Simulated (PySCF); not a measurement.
# C4H8AlF: electronic excitations and core binding energies

Aim: predict the electronic excitations and core binding energies of C4H8AlF (`F/C=C\C[CH2][AlH2]`).

Computed with PySCF 2.14.0, with density-fitted response routines of our own, on a single molecule in the gas phase. Atoms are numbered from 0 throughout.

## (1) The molecule as given

14 atoms, charge 0, multiplicity 1; geometry from: GFN2-xTB.

Bonds of the start (Å): F0–C1 1.35, C1–C2 1.32, C2–C3 1.49, C3–C4 1.55, C4–Al5 2.00, C1–H6 1.08, C2–H7 1.08, C3–H8 1.10, C3–H9 1.10, C4–H10 1.10, C4–H11 1.10, Al5–H12 1.55, Al5–H13 1.55.

## (2) Excited states and response: wB97X-D/def2-SVPD

Job settings and geometry (Å):

```
{"job": {"kind": "uv", "xc": "wB97X-D", "basis": "def2-SVPD", "nstates": 8, "ntriplets": 3}, "charge": 0, "multiplicity": 1}
F     -2.533377     0.256791     1.413608
C     -2.488585    -0.381143     0.226971
C     -1.434319    -0.321813    -0.565836
C     -0.163571     0.391189    -0.243178
C      1.005863    -0.608291    -0.057783
Al     2.556909     0.596753     0.319590
H     -3.405887    -0.914985     0.028690
H     -1.470870    -0.866895    -1.497231
H      0.083825     1.088527    -1.053627
H     -0.290949     0.983057     0.669345
H      0.753700    -1.303875     0.755060
H      1.080269    -1.235925    -0.957466
H      2.378560     2.108571     0.017128
H      3.927755     0.207567     0.922563
```

With the program's defaults for keys left out, this is: TDDFT wB97X-D/def2-SVPD, vertical, gas phase, core orbitals frozen in the response.

On the command line:

```
> OMP_NUM_THREADS=1 python probes_run.py task.json out
```

The driver reads the jobs from task.json and runs them one after another.

**Question.** This job is followed by: delta-SCF UKS SCAN, pcX-2 on the ionised atom, pcseg-1 elsewhere, spin-free X2C. What will the session give for the following? lowest singlet (wB97X-D/def2-SVPD); brightest single state of those computed; lowest triplet; C1s binding energies, SCAN/pcX-2; F1s binding energies, SCAN/pcX-2; Al1s binding energies, SCAN/pcX-2; Al2p binding energies, SCAN/pcX-2.

As calculated:

```
                                quantity                                          value
      lowest singlet (wB97X-D/def2-SVPD)                    5.01 eV (247 nm), f = 0.002
brightest single state of those computed                    state 5, 7.18 eV, f = 0.301
                          lowest triplet                                        4.59 eV
        C1s binding energies, SCAN/pcX-2  C1 292.33, C3 290.79, C2 290.40, C4 289.70 eV
        F1s binding energies, SCAN/pcX-2                                   F0 692.75 eV
       Al1s binding energies, SCAN/pcX-2                                 Al5 1566.77 eV
       Al2p binding energies, SCAN/pcX-2                                   Al5 80.42 eV
```

**Reading.** The lowest singlet, at 5.01 eV, is HOMO→LUMO 0.53, HOMO−1→LUMO 0.44 and is weak; of the 8 states computed, the strongest absorption comes from state 5 at 7.18 eV. The lowest triplet lies 0.43 eV below the lowest singlet (triplets in Tamm-Dancoff, singlets in full TDDFT). The C1s levels kept as sound span 2.63 eV, from C4 (sp3 CH2 bonded to Al) up to C1 (alkene CH).
